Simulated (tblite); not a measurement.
# C4H9NOSi2: the cost of one run

The runs use tblite 0.8.0 and PySCF 2.14.0, with density-fitted response routines of our own; the level of theory stands in each step. All values are computed, except where a source is named. Atoms count from 0, in the outputs and in this text.

## Step 1: The starting structure

17 atoms, charge 0, multiplicity 1; geometry from: force field or distance geometry start.

Bonds of the start (Å): C0–C1 1.34, C1–C2 1.48, C2–Si3 1.84, Si3–C4 1.82, C4–N5 1.16, Si3–O6 1.72, O6–Si7 1.73, C0–H8 1.08, C0–H9 1.11, C1–H10 1.08, C2–H11 1.11, C2–H12 1.12, Si3–H13 1.47, Si7–H14 1.46, Si7–H15 1.47, Si7–H16 1.46.

## Step 2: Relaxing the molecule with GFN2-xTB

The job: settings as JSON, then the geometry in Å.

```
{"job": {"kind": "relax", "xc": "GFN2-xTB", "basis": "xTB"}, "charge": 0, "multiplicity": 1}
C     -3.225000    -0.558900     0.411900
C     -2.158000    -0.619900    -0.388200
C     -1.252100     0.541900    -0.569600
Si     0.491100     0.249000    -0.049200
C      1.340500     1.836700     0.179800
N      1.860900     2.866300     0.304400
O      1.399100    -0.609400    -1.231200
Si     3.002000    -0.712800    -0.599200
H     -3.896300    -1.385100     0.578200
H     -3.453300     0.397200     0.926900
H     -1.976700    -1.574900    -0.862000
H     -1.336500     0.844600    -1.631100
H     -1.666200     1.354400     0.085200
H      0.606400    -0.497900     1.211600
H      2.922600    -1.500800     0.627300
H      3.397600     0.650400    -0.217800
H      3.936900    -1.268700    -1.578500
```

Command:

```bash
> OMP_NUM_THREADS=1 python probes_run.py task.json out
```

The driver reads the jobs from task.json and runs them one after another.

**Question.** How long does this first job take on 1 thread of Arm Neoverse V1, shared host, and how much memory does it need?

About 1.5 s, with a peak of 0.18 GiB.
